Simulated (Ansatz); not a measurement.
# Al7C: from a guess to a relaxed structure

Aim: relax a trial structure of Al7C and see where it ends.

Computed with Ansatz 0.2.0 (DFT PBE, scalar-relativistic, plane waves, PAW, unless a step's input says otherwise).

**1. The structure to begin with**

Symmetry: Fm-3m, No. 225, cubic system. The conventional cell has a = 7.720 Å, b = 7.720 Å, c = 7.720 Å, α = 90.00°, β = 90.00°, γ = 90.00°. Around Al (site symmetry m-3m) lie 12 Al at 2.73 Å. Al (site symmetry mmm) is surrounded by 10 Al at 2.73 Å and 2 C at 2.73 Å. Around C (site symmetry m-3m) lie 12 Al at 2.73 Å.

As a file:

```
Al C
1.0
     0.00000    3.85981    3.85981
     3.85981    0.00000    3.85981
     3.85981    3.85981    0.00000
Al C
7 1
Cartesian
  3.8598 3.8598 3.8598
  0.0000 1.9299 1.9299
  1.9299 3.8598 1.9299
  3.8598 1.9299 1.9299
  1.9299 0.0000 1.9299
  1.9299 1.9299 3.8598
  1.9299 1.9299 0.0000
  0.0000 0.0000 0.0000
```

The cell is invented: species swapped into a database cell of CuPt7 (Fm-3m, No. 225), with C on the Cu sites and Al on the Pt sites. Lengths come from tabulated atomic sizes and are only a guess.

**2. Probe: one point on a coarse mesh**

input.yaml reads:

```yaml
crystal:
  lattice:
    - [0.0, 3.85981092, 3.85981092]
    - [3.85981092, 0.0, 3.85981092]
    - [3.85981092, 3.85981092, 0.0]
  atoms:
    - { symbol: Al, position: [0.5, 0.5, 0.5] }
    - { symbol: Al, position: [0.5, 0.0, 0.0] }
    - { symbol: Al, position: [0.5, 0.0, 0.5] }
    - { symbol: Al, position: [0.0, 0.5, 0.5] }
    - { symbol: Al, position: [0.0, 0.5, 0.0] }
    - { symbol: Al, position: [0.5, 0.5, 0.0] }
    - { symbol: Al, position: [0.0, 0.0, 0.5] }
    - { symbol: C, position: [0.0, 0.0, 0.0] }
basis:
  ecutwfc: 420
kpoints:
  mp_grid: { grid: [4, 4, 4] }
hamiltonian:
  xc: pbe
scf:
  occupations: { method: gaussian, width: 0.1 }
  lower_state_search: "off"
output:
  forces: true
  stress: true
  eigenvalues: true
```

Launch:

```
> ansatz run input.yaml --threads 1 --pin off --max-ram 2048MiB --backend cpu --events-out ev --progress --plain --runs-dir out
```

The program printed, shortened:

```text
[...]
SCF converged after 6 iterations
Free energy (F): -4009.414062 eV
[...]
E sigma→0 (E₀):  -4009.412404 eV
Entropy (-TS):   -0.003316 eV (-0.414 meV/atom)
Fermi energy:    8.829082 eV
[...]
--- Forces (eV/Å), atoms counted from 1 ---
  atom   1  Al     0.00000000    -0.00000000     0.00000000
  atom   2  Al     0.00000000    -0.00000000    -0.00000000
  atom   3  Al     0.00000000    -0.00000000    -0.00000000
  atom   4  Al     0.00000000    -0.00000000    -0.00000000
  atom   5  Al     0.00000000    -0.00000000     0.00000000
  atom   6  Al     0.00000000    -0.00000000     0.00000000
  atom   7  Al     0.00000000    -0.00000000    -0.00000000
  atom   8  C     -0.00000000     0.00000000    -0.00000000
[...]
--- Stress (GPa, compression-positive) ---
        5.506452       0.000000      -0.000000
       -0.000000       5.506452      -0.000000
       -0.000000       0.000000       5.506452
  P = ⅓ Tr σ = 5.5065 GPa (55.065 kbar)
--- Band table (eV; the first three rows and the last of 8) ---
  k-point 0: bands = ["-3.6709", "0.5241", "3.6408", "3.6408", "3.6408", "3.6576", "4.4727", "4.4727", "4.4727", "5.3613", "5.3613", "5.3613", "6.1840", "7.6143", "7.6143", "11.9744", "11.9744", "11.9744", "14.6682", "14.6682"]
[...]
```

It took 1.9 s on 1 thread of Arm Neoverse V1, shared host; peak memory 0.32 GiB.

From the probe: pressure 5.5 GPa, largest force 0.00 eV/Å, gap on this mesh none (metal). A cheap, loose relaxation comes first.

**3. Spin check on a coarse mesh**

Changes to input.yaml since step 2:

```diff
@@ -13,3 +13,3 @@
     - { symbol: Al, position: [0.0, 0.0, 0.5] }
-    - { symbol: C, position: [0.0, 0.0, 0.0] }
+    - { symbol: C, position: [0.0, 0.0, 0.0], spin: 1.0 }
 basis:
@@ -27 +27,4 @@
   eigenvalues: true
+  populations: true
+magnetization:
+  spin_polarized: true
```

Launch:

```
> ansatz run input.yaml --threads 1 --pin off --max-ram 2048MiB --backend cpu --events-out ev --progress --plain --runs-dir out
```

The program printed, shortened:

```text
[...]
SCF converged after 17 iterations
Magnetization: -0.0000 μB (12.5000 up, 12.5000 down)
Absolute magnetization: 0.0000 μB (∫|ρ↑−ρ↓|, with the PAW one-centre terms)
Spin contamination: 0.0000 ħ² per cell (⟨S²⟩ above its minimum at these occupations)
[...]
Free energy (F): -4009.414062 eV
[...]
E sigma→0 (E₀):  -4009.412404 eV
Entropy (-TS):   -0.003316 eV (-0.414 meV/atom)
Fermi energy:    8.829086 eV
[...]
--- Löwdin populations: 8 sites ---
  site symbol       q [e]    m [muB]
     0     Al      2.9453     0.0000
     1     Al      2.8329    -0.0000
     2     Al      2.8329    -0.0000
     3     Al      2.8329    -0.0000
     4     Al      2.8329    -0.0000
     5     Al      2.8329    -0.0000
     6     Al      2.8329    -0.0000
     7      C      4.6634     0.0000
  spilling = 0.015745 (of n_electrons = 25.000000)
```

Wall time 6.6 s (1 thread of Arm Neoverse V1, shared host); peak memory 0.35 GiB.

Site by site:

```
atom  Löwdin electrons
 Al1              2.95
 Al2              2.83
 Al3              2.83
 Al4              2.83
 Al5              2.83
 Al6              2.83
 Al7              2.83
  C8              4.66
```

The Löwdin counts miss 0.39 of the 25 electrons, which the atomic orbitals do not span, so they are no charges.

The same cell is solved with trial moments on C. The largest site moment that stays is 0.00 μB and the cell's total 0.00 μB. The workflow keeps spin only above 0.25 μB on a site, so the next run goes without spin.

**4. Rough relaxation on the coarse mesh**

Changes to input.yaml since step 3:

```diff
@@ -13,3 +13,3 @@
     - { symbol: Al, position: [0.0, 0.0, 0.5] }
-    - { symbol: C, position: [0.0, 0.0, 0.0], spin: 1.0 }
+    - { symbol: C, position: [0.0, 0.0, 0.0] }
 basis:
@@ -27,4 +27,6 @@
   eigenvalues: true
-  populations: true
-magnetization:
-  spin_polarized: true
+relax:
+  adjacent_minimum: "off"
+  f_tol: 0.04
+  max_steps: 70
+  cell: { stress_tol: 0.4 }
```

Launch:

```
> ansatz run input.yaml --threads 1 --pin off --max-ram 2048MiB --backend cpu --events-out ev --progress --plain --runs-dir out
```

The program printed:

```text
Warning: RAYON_NUM_THREADS=1 ignored (pool sized by the plan → 1); use --threads N
Engine: ansatz 0.2.0, aarch64-unknown-linux-gnu
Pseudopotentials: kind: paw
Pseudopotential: Al, paw, valence charge 3, recommended cutoff 420 eV (normal), Al.paw.azcp
Pseudopotential: C, paw, valence charge 4, recommended cutoff 420 eV (normal), C.paw.azcp
Functional definition: PBE
  parameter kappa = 0.804
  parameter beta = 0.06672455060314922
  exchange = pbe_x(kappa = kappa, mu = beta*pi^2/3)
  correlation = pbe_c(beta = beta)
Crystal: 8 atoms, lattice volume = 115.008 Å³
Basis set: ecut = 420 eV, 2229 PW (Γ), exchange–correlation on 80×80×80 points (8 copies of the dense FFT grid, shifted against one another)
Bands: 21, of which v1, the nominal top of the filled ones, is band 13 counted from 1 (12 counted from 0)
Symmetry: 48 space group operations
Space group: Fm-3m (ITA 225), of the structure as read, at distance tolerance 4.9e-5 Å
k-points: 8 of 64
Non-local potential: Al, projectors of the file, l = 0: 2, l = 1: 2, l = 2: 1
Non-local potential: C, projectors of the file, l = 0: 2, l = 1: 2, l = 2: 1
PAW form: soft (Blöchl's): semilocal exchange-correlation on the pseudo side does not see the compensation charge
PAW one-centre angular grid: Al, 110 points (default); XC on 64 Gauss nodes
PAW one-centre angular grid: C, 110 points (default); XC on 64 Gauss nodes
Initial density: superposition of atomic densities (neutral atoms: chi_scale 0, normalization atom), corrected by the library's trained network
Initial wavefunctions: pseudopotential atomic-orbital guess
Functional: x = pbe(κ = 0.804, μ = 0.2195149727645171), c = pbe(β = 0.06672455060314922)
SCF iter   1: F=—  HF=-4009.447706 eV  |F-HF|=—  |Δ(HF+E_count)|=         —  Δρ=7.77e-3  dr2=1.87e-1  ethr=1.77e-3  ⟨swp⟩=7.2  Hψ=965  notcnv=0
preconditioner: auto → none  [insulator: Δε(μ)=0.342 eV  Ē_g=7.463 eV  σ=0.100 eV  W_gap=0.83  n_scr=14 (ndim 8)  ℏωp=17.3 eV  f_vac=0.000  D(μ)=0.66/eV (n_scr^D=0)  ε∞_Penn≈6.4]
SCF iter   2: F=—  HF=-4009.415967 eV  |F-HF|=—  |Δ(HF+E_count)|=   3.17e-2  Δρ=2.12e-3  dr2=1.09e-2  ethr=7.46e-4  ⟨swp⟩=1.1  Hψ=233  notcnv=0  defer=2
SCF iter   3: F=—  HF=-4009.414085 eV  |F-HF|=—  |Δ(HF+E_count)|=   1.88e-3  Δρ=3.49e-4  dr2=1.34e-4  ethr=4.34e-5  ⟨swp⟩=2.1  Hψ=191  notcnv=0  defer=2
SCF iter   4: F=—  HF=-4009.414111 eV  |F-HF|=—  |Δ(HF+E_count)|=   2.54e-5  Δρ=9.21e-5  dr2=9.32e-6  ethr=5.35e-7  ⟨swp⟩=2.8  Hψ=246  notcnv=0  defer=2
SCF iter   5: F=—  HF=-4009.414061 eV  |F-HF|=—  |Δ(HF+E_count)|=   4.93e-5  Δρ=1.81e-5  dr2=1.94e-7  ethr=3.73e-8  ⟨swp⟩=2.2  Hψ=222  notcnv=0  defer=2
SCF iter   6: F=-4009.414062 eV  HF=-4009.414062 eV  |F-HF|=1.29e-9  |Δ(HF+E_count)|=   2.15e-7  Δρ=2.00e-6  dr2=2.86e-9  ethr=4.00e-10  ⟨swp⟩=8.6  Hψ=790  notcnv=0
SCF 1 converged in 6 iterations: F = -4009.414062 eV  dr2 = 2.86e-9
relax step   1: F+E_penalty+E_count = -4009.41406152 eV  Δ(F+E_penalty+E_count) = +0.000e0 eV  max|allowed force component| = 1.327e-30 eV/Å  Δτ_max = 0.0000 Å  P = +5.506 GPa  Ω = 115.008 Å³  (6 SCF iters, dr2 threshold 1.00e-7 eV, accepted)
Crystal: 8 atoms, lattice volume = 121.625 Å³
Basis set: ecut = 420 eV, 2421 PW (Γ), exchange–correlation on 80×80×80 points (8 copies of the dense FFT grid, shifted against one another)
Initial density: handed on by an earlier stage of this run
Initial wavefunctions: those handed on with the density
iter 1 solved again at ethr=1.04e-4 eV; its pass at ethr=3.10e-3 eV (dr2=2.59e-2 eV) is discarded
SCF iter   1: F=—  HF=-4009.526189 eV  |F-HF|=—  |Δ(HF+E_count)|=         —  Δρ=2.75e-3  dr2=2.61e-2  ethr=1.04e-4  ⟨swp⟩=1.0  Hψ=1053  notcnv=0
preconditioner: auto → none  [insulator: Δε(μ)=0.392 eV  Ē_g=7.196 eV  σ=0.100 eV  W_gap=0.83  n_scr=14 (ndim 8)  ℏωp=16.8 eV  f_vac=0.000  D(μ)=0.66/eV (n_scr^D=0)  ε∞_Penn≈6.5]
SCF iter   2: F=—  HF=-4009.518089 eV  |F-HF|=—  |Δ(HF+E_count)|=   8.10e-3  Δρ=8.09e-4  dr2=1.02e-3  ethr=1.04e-4  ⟨swp⟩=2.0  Hψ=252  notcnv=0
SCF iter   3: F=—  HF=-4009.517249 eV  |F-HF|=—  |Δ(HF+E_count)|=   8.39e-4  Δρ=2.50e-4  dr2=8.36e-5  ethr=4.08e-6  ⟨swp⟩=2.5  Hψ=263  notcnv=0
SCF iter   4: F=—  HF=-4009.517200 eV  |F-HF|=—  |Δ(HF+E_count)|=   4.93e-5  Δρ=5.00e-5  dr2=6.23e-6  ethr=3.35e-7  ⟨swp⟩=2.4  Hψ=248  notcnv=0
iter 5 did not close the SCF: its close was put off for the readings that it lacked (scf_convergence_deferred on its scf_iter line)
SCF iter   5: F=-4009.517197 eV  HF=-4009.517197 eV  |F-HF|=2.59e-8  |Δ(HF+E_count)|=   2.79e-6  Δρ=7.48e-6  dr2=7.52e-8  ethr=2.49e-8  ⟨swp⟩=2.0  Hψ=250  notcnv=0
SCF iter   6: F=-4009.517197 eV  HF=-4009.517197 eV  |F-HF|=2.69e-10  |Δ(HF+E_count)|=   5.40e-9  Δρ=8.18e-7  dr2=5.03e-10  ethr=3.01e-10  ⟨swp⟩=1.8  Hψ=535  notcnv=0
SCF 2 converged in 6 iterations: F = -4009.517197 eV  dr2 = 5.03e-10
relax step   2: F+E_penalty+E_count = -4009.51719719 eV  Δ(F+E_penalty+E_count) = -1.031e-1 eV  max|allowed force component| = 6.440e-31 eV/Å  Δτ_max = 0.0000 Å  P = -0.062 GPa  Ω = 121.625 Å³  energy of the carried Pulay correction = -3.971e-3 eV  (6 SCF iters, dr2 threshold 8.00e-7 eV, accepted)
Initial wavefunctions: pseudopotential atomic-orbital guess (no wavefunctions were taken with the density)
iter 1 solved again at ethr=8.32e-8 eV; its pass at ethr=3.10e-3 eV (dr2=2.08e-5 eV) is discarded
SCF iter   1: F=—  HF=-4009.522285 eV  |F-HF|=—  |Δ(HF+E_count)|=         —  Δρ=9.40e-5  dr2=2.34e-6  ethr=8.32e-8  ⟨swp⟩=2.9  Hψ=1370  notcnv=0
preconditioner: auto → none  [insulator: Δε(μ)=0.391 eV  Ē_g=7.194 eV  σ=0.100 eV  W_gap=0.83  n_scr=14 (ndim 8)  ℏωp=16.8 eV  f_vac=0.000  D(μ)=0.66/eV (n_scr^D=0)  ε∞_Penn≈6.5]
SCF iter   2: F=—  HF=-4009.522313 eV  |F-HF|=—  |Δ(HF+E_count)|=   2.80e-5  Δρ=4.59e-5  dr2=3.50e-7  ethr=9.35e-9  ⟨swp⟩=2.1  Hψ=231  notcnv=0
SCF iter   3: F=—  HF=-4009.522315 eV  |F-HF|=—  |Δ(HF+E_count)|=   1.91e-6  Δρ=5.54e-6  dr2=6.19e-9  ethr=1.40e-9  ⟨swp⟩=2.0  Hψ=258  notcnv=0
iter 4 did not close the SCF: its close was put off for the readings that it lacked (scf_convergence_deferred on its scf_iter line)
SCF iter   4: F=-4009.522315 eV  HF=-4009.522315 eV  |F-HF|=8.15e-10  |Δ(HF+E_count)|=   3.10e-8  Δρ=6.75e-7  dr2=1.20e-9  ethr=2.48e-11  ⟨swp⟩=2.0  Hψ=272  notcnv=0
iter 5 did not close the SCF: its close was put off for the readings that it lacked (scf_convergence_deferred on its scf_iter line)
SCF iter   5: F=-4009.522315 eV  HF=-4009.522315 eV  |F-HF|=6.37e-12  |Δ(HF+E_count)|=  1.39e-10  Δρ=1.50e-7  dr2=2.55e-11  ethr=4.80e-12  ⟨swp⟩=2.2  Hψ=250  notcnv=0
SCF iter   6: F=-4009.522315 eV  HF=-4009.522315 eV  |F-HF|=4.55e-13  |Δ(HF+E_count)|=  1.82e-12  Δρ=3.30e-8  dr2=1.14e-12  ethr=1.00e-12  ⟨swp⟩=1.8  Hψ=391  notcnv=0
SCF 3 converged in 6 iterations: F = -4009.522315 eV  dr2 = 1.14e-12
relax step   3: F+E_penalty+E_count = -4009.52231485 eV  Δ(F+E_penalty+E_count) = -5.118e-3 eV  max|allowed force component| = 6.255e-31 eV/Å  Δτ_max = 0.0000 Å  P = -0.000 GPa  Ω = 121.625 Å³  stress off target by 1.08e-4 GPa  SCF on the basis re-selected at this cell (its energy is not comparable with the rows above)  (6 SCF iters)
basis re-selected at this cell: Δ(F+E_penalty+E_count) = -5.118e-3 eV, ΔP = +0.062 GPa vs the last step (what re-selecting the basis moved, of the pressure what is left beyond the Pulay correction that the steps carried, after the strain that the cell walked since its last selection, with what the two solves' SCF thresholds leave and, on support functions, any second-order correction that the steps lacked; it is no measure of the basis error at this ecutwfc). This SCF's stress stands 1.08e-4 GPa from its target on what of the cell is left free (relax.cell.stress_tol is 4.00e-1 GPa) and its largest allowed force component is 6.26e-31 eV/Å (relax.f_tol is 4.00e-2 eV/Å): within both
SCF converged after 6 iterations
Free energy (F): -4009.522315 eV
Harris-Foulkes:  -4009.522315 eV  (|F-HF|=4.55e-13)
Internal energy: -4009.519002 eV  (E = F + TS)
E sigma→0 (E₀):  -4009.520658 eV
Entropy (-TS):   -0.003313 eV (-0.414 meV/atom)
Fermi energy:    8.238340 eV
--- Per-component energies (eV) ---
  E_band       = 83.642452
  E_kinetic    = 237.493004
  E_local      = -26.419112  (includes V_loc(G=0)·N_el)
  E_nonlocal   = 100.976670
  E_hartree    = 30.755525
  E_xc         = -324.327083
  E_vxc        = -259.697331  (∫ρ·V_xc dr)
  E_paw        = -3369.046117  (= ΣΔE_a)
  E_vpaw       = -30.221808  (= ΣTr[D̂ρ^β])
  E_aug_tail   = -0.000012  (compensation charges beyond the density's cutoff)
  E_ewald      = -658.951876
  E_smearing   = -0.003313  (= −TS)
  E_closure    = 0.000000  (closes the sum)
  Σ components = -4009.522315   (vs F -4009.522315, Δ=0.00e0)
--- Forces (eV/Å), atoms counted from 1 ---
  atom   1  Al     0.00000000    -0.00000000    -0.00000000
  atom   2  Al     0.00000000    -0.00000000    -0.00000000
  atom   3  Al     0.00000000    -0.00000000    -0.00000000
  atom   4  Al     0.00000000    -0.00000000     0.00000000
  atom   5  Al     0.00000000    -0.00000000    -0.00000000
  atom   6  Al     0.00000000    -0.00000000     0.00000000
  atom   7  Al     0.00000000    -0.00000000    -0.00000000
  atom   8  C     -0.00000000     0.00000000     0.00000000
  max |Σ_I F_I| component: 2.56e-30 eV/Å
--- Stress (GPa, compression-positive) ---
       -0.000108      -0.000000      -0.000000
       -0.000000      -0.000108      -0.000000
       -0.000000      -0.000000      -0.000108
  P = ⅓ Tr σ = -0.0001 GPa (-0.001 kbar)
--- Band table (eV; the first three rows and the last of 8) ---
  k-point 0: bands = ["-3.8790", "0.0348", "3.2615", "3.2829", "3.2829", "3.2829", "3.9171", "3.9171", "3.9171", "4.9043", "4.9043", "4.9043", "5.5756", "6.9941", "6.9941", "11.2016", "11.2016", "11.2016", "14.0197", "14.0197", "14.0197"]
  k-point 1: bands = ["-3.4965", "-0.5532", "1.3265", "2.8415", "2.8415", "3.2928", "3.8802", "3.8802", "4.3947", "5.1696", "5.1696", "6.8972", "7.8822", "8.7427", "8.7427", "9.0482", "10.2319", "10.2319", "12.2545", "12.2545", "13.3319"]
  k-point 2: bands = ["-2.7559", "-1.6539", "0.7912", "2.8514", "2.9708", "2.9708", "2.9867", "2.9867", "6.0086", "6.4972", "7.0439", "7.0439", "7.9155", "7.9155", "10.2028", "10.4050", "10.8373", "10.8373", "11.8738", "11.9835", "12.6469"]
  k-point 7: bands = ["-2.3687", "-0.5258", "-0.4403", "-0.4403", "2.7238", "3.9505", "4.0968", "4.0968", "6.8847", "6.8847", "7.1295", "7.7511", "8.3067", "9.3779", "9.3779", "9.6113", "10.4196", "11.3979", "11.3979", "12.2917", "12.2966"]
--- Relaxed structure (2 steps of the walk, 2 accepted, 1 SCFs on fresh bases) ---
  F+E_penalty+E_count = -4009.52231485 eV   max|allowed force component| = 6.255e-31 eV/Å   (the final SCF, on the basis selected at the relaxed cell)
  cell:  # Å, volume = 121.6248 Å³
    - [-3.224415114566741e-34, 3.9324574983258525, 3.9324574983258525]
    - [3.9324574983258525, -3.3438378965877314e-34, 3.9324574983258525]
    - [3.9324574983258525, 3.9324574983258525, -2.1098024823708307e-34]
  atoms:
    - { symbol: Al, position: [0.5, 0.5, 0.5] }
    - { symbol: Al, position: [0.5, 0.0, 0.0] }
    - { symbol: Al, position: [0.5, 0.0, 0.5] }
    - { symbol: Al, position: [0.0, 0.5, 0.5] }
    - { symbol: Al, position: [0.0, 0.5, 0.0] }
    - { symbol: Al, position: [0.5, 0.5, 0.0] }
    - { symbol: Al, position: [-1.350208198178558e-35, -1.350208198178558e-35, 0.5] }
    - { symbol: C, position: [-2.298315699413983e-36, 1.8597678274409965e-36, 2.4363770665165897e-38] }
```

Run time: 5.6 s. Hardware: 1 thread of Arm Neoverse V1, shared host; peak memory 0.34 GiB.

The steps of the relaxation:

```csv
step,energy from step 1 (eV/cell),largest force component (eV/Å),pressure (GPa),volume (Å³)
1,0.0000,0.0000,5.51,115.01
2,-0.1031,0.0000,-0.06,121.62
3,-0.1083,0.0000,0.00,121.62
```

Step 1 is the start. Step 3 repeats the geometry before it on a plane-wave basis chosen anew for that cell, so its energy need not be comparable with the rows above.

Lengths and angles in the start's conventional setting:

|  | before | after | change |
| --- | --- | --- | --- |
| a (Å) | 7.720 | 7.865 | +1.9 % |
| b (Å) | 7.720 | 7.865 | +1.9 % |
| c (Å) | 7.720 | 7.865 | +1.9 % |
| volume (Å³/atom) | 14.38 | 15.20 | +5.8 % |
| shortest distance (Å) | 2.729 | 2.781 | +1.9 % |
| space group (0.01 Å) | Fm-3m | Fm-3m | same |

The run keeps the 48 symmetry operations of the start, so it could not have lowered the symmetry.

**5. Spin check on a coarse mesh**

Changes to input.yaml since step 4:

```diff
@@ -2,5 +2,5 @@
   lattice:
-    - [0.0, 3.85981092, 3.85981092]
-    - [3.85981092, 0.0, 3.85981092]
-    - [3.85981092, 3.85981092, 0.0]
+    - [0.0, 3.9324574983, 3.9324574983]
+    - [3.9324574983, 0.0, 3.9324574983]
+    - [3.9324574983, 3.9324574983, 0.0]
   atoms:
@@ -13,3 +13,3 @@
     - { symbol: Al, position: [0.0, 0.0, 0.5] }
-    - { symbol: C, position: [0.0, 0.0, 0.0] }
+    - { symbol: C, position: [0.0, 0.0, 0.0], spin: 1.0 }
 basis:
@@ -27,6 +27,4 @@
   eigenvalues: true
-relax:
-  adjacent_minimum: "off"
-  f_tol: 0.04
-  max_steps: 70
-  cell: { stress_tol: 0.4 }
+  populations: true
+magnetization:
+  spin_polarized: true
```

Launch:

```
> ansatz run input.yaml --threads 1 --pin off --max-ram 2048MiB --backend cpu --events-out ev --progress --plain --runs-dir out
```

The program printed, shortened:

```text
[...]
SCF converged after 17 iterations
Magnetization: -0.0000 μB (12.5000 up, 12.5000 down)
Absolute magnetization: 0.0000 μB (∫|ρ↑−ρ↓|, with the PAW one-centre terms)
Spin contamination: 0.0000 ħ² per cell (⟨S²⟩ above its minimum at these occupations)
[...]
Free energy (F): -4009.522315 eV
[...]
E sigma→0 (E₀):  -4009.520658 eV
Entropy (-TS):   -0.003313 eV (-0.414 meV/atom)
Fermi energy:    8.238339 eV
[...]
--- Löwdin populations: 8 sites ---
  site symbol       q [e]    m [muB]
     0     Al      2.9410     0.0000
     1     Al      2.8400    -0.0000
     2     Al      2.8400    -0.0000
     3     Al      2.8400    -0.0000
     4     Al      2.8400    -0.0000
     5     Al      2.8400    -0.0000
     6     Al      2.8400    -0.0000
     7      C      4.6432     0.0000
  spilling = 0.015028 (of n_electrons = 25.000000)
```

Wall time 7.1 s (1 thread of Arm Neoverse V1, shared host); peak memory 0.35 GiB.

By site:

```
atom  Löwdin electrons
 Al1              2.94
 Al2              2.84
 Al3              2.84
 Al4              2.84
 Al5              2.84
 Al6              2.84
 Al7              2.84
  C8              4.64
```

The Löwdin counts miss 0.38 of the 25 electrons, which the atomic orbitals do not span, so they are no charges.

The same cell is solved with trial moments on C. The largest site moment that stays is 0.00 μB and the cell's total 0.00 μB. The workflow keeps spin only above 0.25 μB on a site, so the next run goes without spin.

[end of part 1 of 2]
